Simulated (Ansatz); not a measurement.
# CH4Te (SMILES C[TeH]): functionals against CCSD(T) at one geometry

The atoms stand at a structure displaced at random from a GFN2-xTB minimum. How far do the functionals agree with CCSD(T) there?

The runs use Ansatz 0.2.0, Gaussian basis; single points in def2-TZVPP.

Cores are frozen in the correlated methods. Filled d shells of the heavier atoms are correlated. Core potentials replace the inner electrons past krypton, and spin-orbit coupling is left out.

## (1) The starting structure

SMILES `C[TeH]`, 6 atoms, charge 0, spin multiplicity 1.

Atoms are counted from 1 here; the program's logs count them from 0.

Bond lengths: C1–Te2 2.224 Å, C1–H3 0.938 Å, C1–H4 0.876 Å, C1–H5 0.981 Å, Te2–H6 1.483 Å. Angles: Te2–C1–H3 117.1°, Te2–C1–H4 106.2°, Te2–C1–H5 98.6°, H3–C1–H4 112.1°, H3–C1–H5 111.9°, H4–C1–H5 110.1°, C1–Te2–H6 93.5°.

Coordinates:

```xyz
6

C    -0.29770   -0.30700   -0.53940
Te    0.36080   -0.06430    1.57100
H    -0.94890    0.29000   -0.85450
H    -0.54870   -1.14180   -0.62180
H     0.56820   -0.16960   -0.97960
H     0.75690    1.35220    1.38000
```

## (2) CCSD(T)/def2-TZVPP

The input, run/in.yaml:

```yaml
crystal:
  periodic: [false, false, false]
  atoms:
    - {symbol: C, position_ang: [-0.297700, -0.307000, -0.539400]}
    - {symbol: Te, position_ang: [0.360800, -0.064300, 1.571000]}
    - {symbol: H, position_ang: [-0.948900, 0.290000, -0.854500]}
    - {symbol: H, position_ang: [-0.548700, -1.141800, -0.621800]}
    - {symbol: H, position_ang: [0.568200, -0.169600, -0.979600]}
    - {symbol: H, position_ang: [0.756900, 1.352200, 1.380000]}
basis:
  gaussian: {orbitals: def2-TZVPP}
correlation: {method: ccsd_t}
output: {forces: true}
```

The command line of these runs was not kept.

## (3) PBE0-D4/def2-TZVPP

Edit run/in.yaml of step 2 so:

```diff
@@ -11,3 +11,3 @@
   gaussian: {orbitals: def2-TZVPP}
-correlation: {method: ccsd_t}
-output: {forces: true}
+hamiltonian: {xc: pbe0, dispersion: d4}
+output: {forces: true, orbitals: {seedname: orbitals}}
```

## (4) wB97M-V/def2-TZVPP

Edit run/in.yaml of step 3 so:

```diff
@@ -11,3 +11,3 @@
   gaussian: {orbitals: def2-TZVPP}
-hamiltonian: {xc: pbe0, dispersion: d4}
-output: {forces: true, orbitals: {seedname: orbitals}}
+hamiltonian: {xc: {name: wB97M-V}}
+output: {forces: true}
```

## (5) r2SCAN-D4/def2-TZVPP

Edit run/in.yaml of step 4 so:

```diff
@@ -11,3 +11,3 @@
   gaussian: {orbitals: def2-TZVPP}
-hamiltonian: {xc: {name: wB97M-V}}
+hamiltonian: {xc: r2scan, dispersion: d4}
 output: {forces: true}
```

## (6) PBE-D4/def2-TZVPP

Edit run/in.yaml of step 5 so:

```diff
@@ -11,3 +11,3 @@
   gaussian: {orbitals: def2-TZVPP}
-hamiltonian: {xc: r2scan, dispersion: d4}
+hamiltonian: {xc: pbe, dispersion: d4}
 output: {forces: true}
```

## (7) B97M-V/def2-TZVPP

Edit run/in.yaml of step 6 so:

```diff
@@ -11,3 +11,3 @@
   gaussian: {orbitals: def2-TZVPP}
-hamiltonian: {xc: pbe, dispersion: d4}
+hamiltonian: {xc: {name: B97M-V}}
 output: {forces: true}
```

## (8) LC-wPBE/def2-TZVPP

Edit run/in.yaml of step 7 so:

```diff
@@ -11,3 +11,3 @@
   gaussian: {orbitals: def2-TZVPP}
-hamiltonian: {xc: {name: B97M-V}}
+hamiltonian: {xc: {name: LC-wPBE}}
 output: {forces: true}
```

(Steps that only read results are left out.)

What does the calculation give? Wanted: energy less free atoms, CCSD(T)/def2-TZVPP; RMS force component; RMS force error; HOMO and LUMO, PBE0-D4; T1 diagnostic.

**Answer**, as computed:

| quantity | value |
| --- | --- |
| energy less free atoms, CCSD(T)/def2-TZVPP | -16.319 eV |
| RMS force component | 4.848 to 5.017 eV/Å over the methods |
| RMS force error | PBE0-D4 0.071, wB97M-V 0.075, r2SCAN-D4 0.095, PBE-D4 0.170, B97M-V 0.142, LC-wPBE 0.199 eV/Å |
| HOMO and LUMO, PBE0-D4 | -6.12 and -0.68 eV |
| T1 diagnostic | 0.010 |

What this shows: Against CCSD(T) the functionals' energies less atoms differ by -0.488 to -0.013 eV, PBE-D4 by -0.468 eV. The reference is not at the basis limit: in triple zeta CCSD(T) underbinds, which counts against methods that bind more; the gaps are no ranking. On forces the order runs from PBE0-D4 to LC-wPBE. Frozen-core CCSD(T) forces in triple zeta carry basis errors of their own, and this is one geometry, so small gaps rank nothing.
